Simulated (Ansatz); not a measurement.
# C3H6BNO: the cost of one run

Method: the settings change from run to run; program: Ansatz 0.2.0, Gaussian basis.

### Step 1. The relaxed structure

The geometry comes from an earlier relaxation with PBE0-D4 in a triple-zeta def2 set; it is a stationary point, not always the lowest conformer.

SMILES `CB(C)N=C=O`, 12 atoms, charge 0, spin multiplicity 1.

Atoms are counted from 1 here; the program's logs count them from 0.

Bond lengths: C1–B2 1.563 Å, C1–H7 1.099 Å, C1–H8 1.091 Å, C1–H9 1.092 Å, B2–C3 1.566 Å, B2–N4 1.431 Å, C3–H10 1.099 Å, C3–H11 1.093 Å, C3–H12 1.091 Å, N4–C5 1.195 Å, C5–O6 1.165 Å. Angles: B2–C1–H7 107.4°, B2–C1–H8 113.6°, B2–C1–H9 113.0°, H7–C1–H8 106.6°, H7–C1–H9 106.1°, H8–C1–H9 109.7°, C1–B2–C3 122.5°, C1–B2–N4 118.2°, C3–B2–N4 119.3°, B2–C3–H10 107.4°, B2–C3–H11 112.3°, B2–C3–H12 114.3°, H10–C3–H11 105.8°, H10–C3–H12 107.0°, H11–C3–H12 109.5°, B2–N4–C5 156.0°, N4–C5–O6 176.1°.

### Step 2. RPA/cc-pVTZ

Set apart from the defaults: atoms shaken by 0.03 Å, the search for lower states set to off.

File in.yaml:

```yaml
crystal:
  periodic: [false, false, false]
  atoms:
    - {symbol: C, position_ang: [-0.381749, -1.686393, -0.058348]}
    - {symbol: B, position_ang: [-0.013054, -0.113240, 0.020804]}
    - {symbol: C, position_ang: [1.414812, 0.474532, -0.151362]}
    - {symbol: N, position_ang: [-1.127636, 0.822433, 0.252879]}
    - {symbol: C, position_ang: [-1.647444, 1.896772, 0.328313]}
    - {symbol: O, position_ang: [-2.236410, 2.831558, 0.450124]}
    - {symbol: H, position_ang: [-0.582862, -1.898218, -1.124024]}
    - {symbol: H, position_ang: [-1.259405, -1.921254, 0.475608]}
    - {symbol: H, position_ang: [0.474185, -2.275743, 0.234211]}
    - {symbol: H, position_ang: [1.887501, 0.454628, 0.796017]}
    - {symbol: H, position_ang: [1.970993, -0.110911, -0.843545]}
    - {symbol: H, position_ang: [1.477741, 1.524104, -0.461499]}
basis:
  gaussian: {orbitals: cc-pVTZ}
hamiltonian: {xc: {name: r2SCAN}}
correlation: {method: rpa}
scf: {lower_state_search: off}
```

The run is started by

```console
$ ansatz run in.yaml --threads 4 --pin off --events-out ev --progress --plain --max-ram 10444MiB
```

What time and memory should one allow on 4 threads of Arm Neoverse V2, shared host?

About 4.4 s, with a peak of 0.57 GiB.
